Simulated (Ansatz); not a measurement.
I need a single point in a Gaussian basis of CH₁₀Si₄, SMILES C[SiH]1[SiH2][SiH2][SiH2]1. Use the Python package of Ansatz (0.2.0). Level of theory: PBE, def2-SVP basis, multiplicity 1, D4 dispersion.

Contents of `ch10si4.xyz`:
```text
15

C     2.10880   -0.85650   -0.33600
Si    0.88490    0.17440    0.62290
Si   -0.98480   -0.97130    1.03550
Si   -2.11100    0.39330   -0.32780
Si   -0.24170    1.54930   -0.72580
H     2.51280   -1.65430    0.32020
H     1.60110   -1.31650   -1.20860
H     2.93850   -0.21030   -0.68890
H     1.44820    0.83670    1.80830
H    -0.91600   -2.34450    0.51500
H    -1.41810   -0.83730    2.43390
H    -2.59520   -0.30310   -1.52860
H    -3.11300    1.19210    0.39270
H    -0.31160    2.91600   -0.18890
H     0.19730    1.43210   -2.12400
```

`energy.py`
```python
"""Single point of CH10Si4."""

from pathlib import Path

import ansatz as az
import numpy as np
import pandas as pd

geometry = az.Crystal.molecule_from_extxyz("ch10si4.xyz")

setup = geometry.calculation().basis(gaussian="def2-SVP").functional("pbe", dispersion="d4").forces().orbitals()
done = setup.run(runs_dir="runs")
r = done.report

print(f"E = {r['free_energy_ev']:.6f} eV = {r['free_energy_ev'] / 27.211386246:.7f} Ha")
print("converged:", r["converged"], " doubts:", r["published_state_doubts"] or "none")

field = r["mean_field"]
print("<S^2> =", round(abs(field["state"]["spin_squared"]), 4), " relativity:", field["relativity"])
print("passes:", field["passes"])
if "symmetry" in field:
    print("occupied orbitals by irrep:", field["symmetry"]["occupied"])

symbols = [site.symbol for site in geometry.cartesian_sites]
print("forces (eV/A)")
for symbol, f in zip(symbols, r["forces_ev_ang"]):
    print(f"  {symbol:2s} {f[0]:9.4f} {f[1]:9.4f} {f[2]:9.4f}")

charges = r["charge_distribution"]
table = pd.DataFrame({"atom": symbols, "mulliken": charges["mulliken_charges_e"], "lowdin": charges["lowdin_charges_e"]})
print(table.round(3).to_string())
print("dipole (e A):", np.round(charges["dipole_moment_e_ang"], 4) + 0.0)

lines = Path(r["orbitals_path"]).read_text().splitlines()
field_of = lambda key: [line.split("=")[1].strip() for line in lines if line.startswith(key)]
orbitals = [(27.211386 * float(e), s, float(n)) for e, s, n in zip(field_of("Ene="), field_of("Spin="), field_of("Occup="))]
homo = max(e for e, _, n in orbitals if n > 0.5)
lumo = min(e for e, _, n in orbitals if n < 0.5)
print(f"HOMO {homo:.3f} eV, LUMO {lumo:.3f} eV, gap {lumo - homo:.3f} eV")
```

`python energy.py` gives:
```text
E = -32681.194512 eV = -1201.0117462 Ha
converged: True  doubts: none
<S^2> = 0.0  relativity: none
passes: {'evaluations': 16, 'products': 11}
occupied orbitals by irrep: [{'A': 36}, {'A': 36}]
forces (eV/A)
  C     0.4922   -0.1746   -0.0474
  Si    1.5416   -0.2082    0.3527
  Si   -0.3782   -1.0736    0.9404
  Si   -1.3877    0.0799   -0.4708
  Si    0.3114    1.2644   -0.6954
  H     0.0825   -0.0565   -0.1509
  H     0.1023   -0.0119    0.0267
  H     0.0530   -0.1512   -0.0846
  H     0.4235    0.2664    0.5599
  H    -0.0381   -0.7770    0.0063
  H    -0.2919   -0.2491    0.6796
  H    -0.5063   -0.2210   -0.5299
  H    -0.6739    0.3023    0.1483
  H     0.0113    0.7807   -0.0385
  H     0.2584    0.2294   -0.6964
   atom  mulliken  lowdin
0     C    -0.231  -0.105
1    Si     0.023   0.095
2    Si     0.047   0.087
3    Si     0.020   0.092
4    Si     0.047   0.087
5     H     0.073   0.021
6     H     0.068   0.024
7     H     0.073   0.021
8     H    -0.023  -0.054
9     H    -0.017  -0.045
10    H    -0.016  -0.045
11    H    -0.019  -0.046
12    H    -0.014  -0.044
13    H    -0.016  -0.045
14    H    -0.017  -0.045
dipole (e A): [ 0.1562 -0.0811 -0.0502]
HOMO -6.243 eV, LUMO -1.860 eV, gap 4.383 eV
```

Notes:
- Total energies depend on the basis set; only differences at equal settings carry meaning.
- The geometry is a force-field or estimated start, not a minimum of this method, and the basis set is short of its limit.
- The Löwdin charges here are taken after orthogonalising the functions within each atom; they differ from plain Löwdin charges, and their signs can be unphysical.
- Levels such as HOMO and LUMO are orbital energies: with these approximate functionals they aren't the ionisation energy and electron affinity, and their gap isn't the fundamental gap.
- The whole script took 6.9 s on 1 thread of Intel(R) Xeon(R) Platinum 8488C (Sapphire Rapids), on a shared host, peak memory 0.3 GiB.

(A comment or docstring line of the script was reworded after the run, the code is as it ran; lines on the test bed's own set-up are left out of the output.)
